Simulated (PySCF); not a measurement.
# [Bi(NH2)2]+: other functionals and bases at one geometry

An exercise on one series of results from a longer session: the logs are not shown, and one member is left open.

The runs use PySCF 2.14.0; several levels, as the steps say, no spin–orbit coupling.

1 further run of the same task is left out (for a known fault of the program).

## Starting geometry

7 atoms, charge 1, spin multiplicity 1.

Bond lengths: Bi1–N2 2.057 Å, Bi1–N5 2.057 Å, N2–H3 1.018 Å, N2–H4 1.019 Å, N5–H6 1.018 Å, N5–H7 1.019 Å. Angles: N2–Bi1–N5 95.2°, Bi1–N2–H3 121.7°, Bi1–N2–H4 125.5°, H3–N2–H4 112.7°, Bi1–N5–H6 121.7°, Bi1–N5–H7 125.5°, H6–N5–H7 112.7°.

Geometry (Å):

```xyz
7
BiH4N2
Bi    0.00000    0.00000   -0.16443
N     1.49879   -0.24461    1.22289
H     2.46955   -0.37578    0.94529
H     1.37935   -0.21086    2.23390
N    -1.49879    0.24461    1.22289
H    -2.46955    0.37578    0.94529
H    -1.37935    0.21086    2.23390
```

Formal oxidation states: Bi +3. An earlier session relaxed this geometry at PBE0, Bi def2-SVP with ECP60, N def2-SVP, H def2-SVP (singlet, point group C2).

At PBE0 on the finer grid: E = -326.071842 Eh, HOMO -12.48 eV, LUMO -7.93 eV, Mulliken charge on Bi1 +1.15 e, largest force component 0.021 eV/Å. 

Levels to run: CAM-B3LYP; BLYP; PBE0, TZVP. Hardware: 2 threads of Intel Xeon 6975P-C (Granite Rapids), shared host.

Set-up of the first run:

run.py (the lines that set the calculation) reads:

```python
mol = gto.M(atom='''
Bi     0.00000     0.00000    -0.16443
N      1.49879    -0.24461     1.22289
H      2.46955    -0.37578     0.94529
H      1.37935    -0.21086     2.23390
N     -1.49879     0.24461     1.22289
H     -2.46955     0.37578     0.94529
H     -1.37935     0.21086     2.23390''',
    basis={'Bi': 'def2-SVP', 'N': 'def2-SVP', 'H': 'def2-SVP'},
    ecp={'Bi': 'def2-SVP'},
    charge=1, spin=0)
mf = dft.RKS(mol, xc='CAMB3LYP')
mf.grids.atom_grid = (75, 302)
mf = mf.density_fit()  # fitting sets: Bi def2-universal-JKFIT, N def2-universal-JKFIT, H def2-universal-JKFIT
mf.conv_tol = 1e-08; mf.max_cycle = 55
mf.kernel(dm0)  # dm0: the density of the relaxed state
```

The run is started by

```sh
> OMP_NUM_THREADS=2 python run.py
```

Among the steps run: CAM-B3LYP; BLYP; PBE0, TZVP.

One table of the session follows, with a row left open; its other results are not shown here.

| level | HOMO (eV) | gap (eV) | charge on Bi1 (e) | dipole (D) | largest force component (eV/Å) |
| --- | --- | --- | --- | --- | --- |
| PBE0 (relaxed here) | -12.48 | 4.56 | 1.15 | 1.46 | 0.02 |
| CAM-B3LYP | -13.79 | 6.81 | 1.13 | 1.38 | 0.22 |
| BLYP | -11.05 | 2.63 | 1.02 | 1.84 | 1.32 |
| PBE0, TZVP | ? | ? | ? | ? | ? |

**Question.** Estimate the row for PBE0, TZVP.

**Answer.** HOMO (eV): -12.59; gap (eV): 4.56; charge on Bi1 (e): 1.24; dipole (D): 1.33; largest force component (eV/Å): 0.92. In the column «HOMO (eV)» it lies between CAM-B3LYP (-13.79) and PBE0 (relaxed here) (-12.48).

The dipole of a charged species depends on the origin, so these sizes hold for this origin alone.

In one basis the HOMO–LUMO gap runs from 2.63 eV (BLYP) to 6.81 eV (CAM-B3LYP). The largest leftover force, 1.32 eV/Å with BLYP, stands at a geometry relaxed at another level. Total energies of different levels can't be compared.
